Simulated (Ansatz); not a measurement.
# B2(Cl)4 (B₂Cl₄): an energy map over angle Cl2–B1–B4 and dihedral Cl2–B1–B4–Cl5

Aim: map the energy of B2(Cl)4 (B2Cl4) over two coordinates, and find its wells, ridges and stiffness.

The runs use Ansatz 0.2.0; RKS PBE0-D4/def2-SVP.

### 1 The starting structure

6 atoms, charge 0, spin multiplicity 1.

Atoms are counted from 1 here; the program's logs count them from 0.

Bond lengths: B1–Cl2 1.759 Å, B1–Cl3 1.759 Å, B1–B4 1.695 Å, B4–Cl5 1.759 Å, B4–Cl6 1.759 Å. Angles: Cl2–B1–Cl3 119.2°, Cl2–B1–B4 120.4°, Cl3–B1–B4 120.4°, B1–B4–Cl5 120.4°, B1–B4–Cl6 120.3°, Cl5–B4–Cl6 119.2°.

Coordinates:

| atom | x (Å) | y (Å) | z (Å) |
| --- | --- | --- | --- |
| B1 | 0.07511 | 0.57414 | -0.61894 |
| Cl2 | -1.35247 | 1.35319 | -1.28830 |
| Cl3 | 1.66053 | 0.99745 | -1.25175 |
| B4 | -0.07516 | -0.57305 | 0.61995 |
| Cl5 | -0.16261 | -0.06331 | 2.30085 |
| Cl6 | -0.14539 | -2.28843 | 0.23820 |

This geometry comes from a loose relaxation at PBE in a small basis, which is not shown.

### 3 Plan of the scan

First coordinate, angle Cl2–B1–B4: 15 values from 75.3 to 165.3 °. Second coordinate, dihedral Cl2–B1–B4–Cl5: 15 values from −180 to 156 °, periodic.

Nothing else is relaxed (all other coordinates rigid). Energies count from the relaxed molecule at the same level. Points are written as (first, second).

(The set-up runs are not shown.)

### 4 Grid point (101.1°, −84°)

input.yaml

```yaml
crystal:
  periodic: [false, false, false]
  atoms:
    - { symbol: B, position_ang: [0.075064, 0.573355, -0.618891] }
    - { symbol: Cl, position_ang: [-1.601681, 0.949955, -0.933829] }
    - { symbol: Cl, position_ang: [1.654363, 1.039459, -1.202903] }
    - { symbol: B, position_ang: [-0.075153, -0.573317, 0.61892] }
    - { symbol: Cl, position_ang: [-0.256062, -0.060693, 2.279336] }
    - { symbol: Cl, position_ang: [-0.050558, -2.280471, 0.248083] }
basis:
  gaussian: { orbitals: def2-SVP }
hamiltonian:
  xc: pbe0
  dispersion: d4
output:
  forces: true
```

The run is started by

```bash
> ansatz run input.yaml --threads 1 --pin off --max-ram 2560MiB --backend cpu --events-out ev --progress --plain --runs-dir out
```

The session goes on with these runs: the other points that were computed.

What does the calculation give? Wanted: lowest point; highest computed point; dipole moment.

**Answer**, as computed:

| quantity | value |
| --- | --- |
| lowest point | (120.3°, 84°), 0.07 kJ/mol |
| highest computed point | (75.3°, −180°), 619 kJ/mol above the lowest |
| dipole moment (D) | 0.00 at (120.3°, −180°) to 2.47 at (75.3°, −84°); 0.00 at the lowest point |
| time for the whole task | 15 min on 1 thread, shared host |

What this shows: The lowest computed point is at (120.3°, 84°), 0.07 kJ/mol from the relaxed molecule at the same level; the map holds 2 wells of about this depth. The grid shows no well of another kind. The highest computed point, (75.3°, −180°), lies 619 kJ/mol above the lowest. On the interpolated surface the easiest way out of the lowest well to a well of the same energy at (120.3°, −84°) passes a barrier of about 6.3 kJ/mol. Round the minimum the two coordinates are nearly uncoupled. Between some neighbouring points the energy changes steeply, from close contacts of the rigid frames or a change of state; the map doesn't tell which.
